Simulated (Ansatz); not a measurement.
# C2H7BCl2O: the cost of one run

Method: the settings change from run to run; program: Ansatz 0.2.0, Gaussian basis.

### 1 The geometry

An earlier PBE0-D4 in a triple-zeta def2 set relaxation fixed the geometry.

SMILES `C[OH+][B-](C)(Cl)Cl`, 13 atoms, charge 0, spin multiplicity 1.

Atoms are counted from 1 here; the program's logs count them from 0.

Bond lengths: C1–O2 1.446 Å, C1–H7 1.089 Å, C1–H8 1.088 Å, C1–H9 1.085 Å, O2–B3 1.638 Å, O2–H10 0.966 Å, B3–C4 1.579 Å, B3–Cl5 1.824 Å, B3–Cl6 1.848 Å, C4–H11 1.093 Å, C4–H12 1.096 Å, C4–H13 1.092 Å. Angles: O2–C1–H7 109.8°, O2–C1–H8 107.7°, O2–C1–H9 105.9°, H7–C1–H8 111.9°, H7–C1–H9 110.4°, H8–C1–H9 110.8°, C1–O2–B3 119.8°, C1–O2–H10 109.8°, B3–O2–H10 105.7°, O2–B3–C4 104.7°, O2–B3–Cl5 104.1°, O2–B3–Cl6 104.0°, C4–B3–Cl5 115.6°, C4–B3–Cl6 114.0°, Cl5–B3–Cl6 112.8°, B3–C4–H11 111.7°, B3–C4–H12 112.6°, B3–C4–H13 109.3° and more.

### 2 BHLYP/def2-SVPD

This run has multiplicity 3, restricted open-shell orbitals, D3(BJ) with three-body dispersion.

Input file in.yaml:

```yaml
crystal:
  periodic: [false, false, false]
  atoms:
    - {symbol: C, position_ang: [-0.680065, 1.840840, -0.316254]}
    - {symbol: O, position_ang: [-0.407561, 0.442149, -0.559592]}
    - {symbol: B, position_ang: [0.306572, -0.463214, 0.603790]}
    - {symbol: C, position_ang: [0.420906, -1.907041, -0.026195]}
    - {symbol: Cl, position_ang: [-0.815033, -0.314062, 2.034460]}
    - {symbol: Cl, position_ang: [1.933681, 0.367592, 0.880050]}
    - {symbol: H, position_ang: [0.248506, 2.363284, -0.089869]}
    - {symbol: H, position_ang: [-1.167211, 2.242617, -1.202704]}
    - {symbol: H, position_ang: [-1.349274, 1.869608, 0.537921]}
    - {symbol: H, position_ang: [0.151397, 0.349158, -1.342443]}
    - {symbol: H, position_ang: [-0.561662, -2.328330, -0.254277]}
    - {symbol: H, position_ang: [1.030280, -1.922884, -0.936883]}
    - {symbol: H, position_ang: [0.909862, -2.574320, 0.686797]}
basis:
  gaussian: {orbitals: def2-SVPD}
magnetization: {spin_polarized: false, initial_magnetization: 2}
hamiltonian: {xc: {name: BHLYP}, dispersion: d3bjatm}
output: {forces: true}
```

Started as:

```
> ansatz run in.yaml --threads 4 --pin off --events-out ev --progress --plain --max-ram 11315MiB
```

What time and memory should one allow on 4 threads of Arm Neoverse V1, shared host?

About 38 s, with a peak of 0.88 GiB.
